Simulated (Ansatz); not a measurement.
# CsK2AlF6: the cost of one run

Program: Ansatz 0.2.0. Level of theory: DFT PBEsol, scalar-relativistic, plane waves, PAW. These are calculated values, not measurements.

### 1 The system as given

The structure is cubic, space group Fm-3m (No. 225). Conventional cell: a = 9.223 Å, b = 9.223 Å, c = 9.223 Å, α = 90.00°, β = 90.00°, γ = 90.00°. K (site symmetry -43m) has 12 F at 3.29 Å as nearest neighbours. Cs (site symmetry m-3m) is surrounded by 6 F at 2.77 Å. Around Al (site symmetry m-3m) lie 6 F at 1.84 Å. Around F (site symmetry 4mm) lie 1 Al at 1.84 Å.

Structure file:

```xyz
10
Lattice="0.0000 4.6115 4.6115 4.6115 0.0000 4.6115 4.6115 4.6115 0.0000" Properties=species:S:1:pos:R:3 pbc="T T T"
K     6.9173    6.9173    6.9173
K     2.3058    2.3058    2.3058
Cs    4.6115    4.6115    4.6115
Al    0.0000    0.0000    0.0000
F     1.8373    4.6115    4.6115
F     4.6115    4.6115    1.8373
F     7.3858    4.6115    4.6115
F     4.6115    1.8373    4.6115
F     4.6115    7.3858    4.6115
F     4.6115    4.6115    7.3858
```

The structure comes from the Materials Project (structure only).

(A quick probe on a coarse mesh, which set the mesh and smearing, is not shown.)

### 3 Full relaxation

File input.yaml:

```yaml
crystal:
  lattice:
    - [0.0, 4.611511, 4.611511]
    - [4.611511, 0.0, 4.611511]
    - [4.611511, 4.611511, 0.0]
  atoms:
    - { symbol: K, position: [0.75, 0.75, 0.75] }
    - { symbol: K, position: [0.25, 0.25, 0.25] }
    - { symbol: Cs, position: [0.5, 0.5, 0.5] }
    - { symbol: Al, position: [0.0, 0.0, 0.0] }
    - { symbol: F, position: [0.800797, 0.199203, 0.199203] }
    - { symbol: F, position: [0.199203, 0.199203, 0.800797] }
    - { symbol: F, position: [0.199203, 0.800797, 0.800797] }
    - { symbol: F, position: [0.199203, 0.800797, 0.199203] }
    - { symbol: F, position: [0.800797, 0.199203, 0.800797] }
    - { symbol: F, position: [0.800797, 0.800797, 0.199203] }
basis:
  ecutwfc: 420
kpoints:
  mp_grid: { grid: [4, 4, 4] }
hamiltonian:
  xc: pbesol
scf:
  occupations: { method: gaussian, width: 0.02 }
output:
  forces: true
  stress: true
  eigenvalues: true
relax:
  adjacent_minimum: "off"
  f_tol: 0.005
  max_steps: 80
  cell: { stress_tol: 0.05 }
```

On the command line:

```
$ ansatz run input.yaml --threads 2 --pin off --max-ram 5120MiB --backend cpu --events-out ev --progress --plain --runs-dir out
```

What time and memory should one allow on 2 threads of Intel Xeon at 2.60GHz (Ice Lake), shared host?

About 14 s, with a peak of 0.57 GiB.
